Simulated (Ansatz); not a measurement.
# CH2FNOSi: how energies converge with the basis set

The task here is to estimate one member of a computed series from the others.

Method: one geometry, several basis sets; program: Ansatz 0.2.0, Gaussian basis.

Levels to be run: PBE0-D4/def2-SVP; ωB97M-V/def2-SVP; PBE0-D4/def2-QZVPP; ωB97M-V/def2-QZVPP; the functionals' def2-TZVPP values are taken from earlier runs.

## Structure used throughout

All runs share one geometry, relaxed beforehand with PBE0-D4 in a triple-zeta def2 set.

SMILES `O[Si]1(F)C=N1`, 7 atoms, charge 0, spin multiplicity 1.

Atoms are counted from 1 here; the program's logs count them from 0.

Bond lengths: O1–Si2 1.617 Å, O1–H6 0.959 Å, Si2–F3 1.575 Å, Si2–C4 1.743 Å, Si2–N5 1.733 Å, C4–N5 1.306 Å, C4–H7 1.093 Å. Angles: Si2–O1–H6 117.3°, O1–Si2–F3 104.7°, O1–Si2–C4 129.1°, O1–Si2–N5 123.9°, F3–Si2–C4 123.4°, F3–Si2–N5 120.1°, C4–Si2–N5 44.1°, Si2–C4–N5 67.5°, Si2–C4–H7 166.2°, N5–C4–H7 126.3°, Si2–N5–C4 68.3°.

Set-up of the first run:

in.yaml reads:

```yaml
crystal:
  periodic: [false, false, false]
  atoms:
    - {symbol: O, position_ang: [-0.687106, -0.282924, 1.605121]}
    - {symbol: Si, position_ang: [0.334047, -0.267159, 0.351459]}
    - {symbol: F, position_ang: [1.556845, -1.141489, 0.821076]}
    - {symbol: C, position_ang: [0.020465, 0.127805, -1.317462]}
    - {symbol: N, position_ang: [0.589806, 1.109448, -0.670436]}
    - {symbol: H, position_ang: [-1.478537, 0.254107, 1.534029]}
    - {symbol: H, position_ang: [-0.274219, 0.132213, -2.369485]}
basis:
  gaussian: {orbitals: def2-SVP}
hamiltonian: {xc: pbe0, dispersion: d4}
output: {orbitals: {seedname: orbitals}}
```

Started as:

```
$ ansatz run in.yaml --threads 2 --pin off --events-out ev --progress --plain --max-ram 4352MiB
```

Steps of the session up to this table: PBE0-D4 in def2-SVP; ωB97M-V in def2-SVP; PBE0-D4 in def2-QZVPP; ωB97M-V in def2-QZVPP.

One table of the session follows, with a row left open; its other results are not shown here.

```
functional       basis  HOMO (eV)
   PBE0-D4    def2-SVP      -6.72
   PBE0-D4  def2-TZVPP      -6.85
   PBE0-D4  def2-QZVPP      -6.89
   ωB97M-V    def2-SVP      -8.96
   ωB97M-V  def2-TZVPP          ?
   ωB97M-V  def2-QZVPP      -9.16
```

Q: Estimate the row for ωB97M-V, def2-TZVPP from the others.

As computed: HOMO (eV): -9.12. In the column «HOMO (eV)» it lies between ωB97M-V, def2-QZVPP (-9.16) and ωB97M-V, def2-SVP (-8.96).
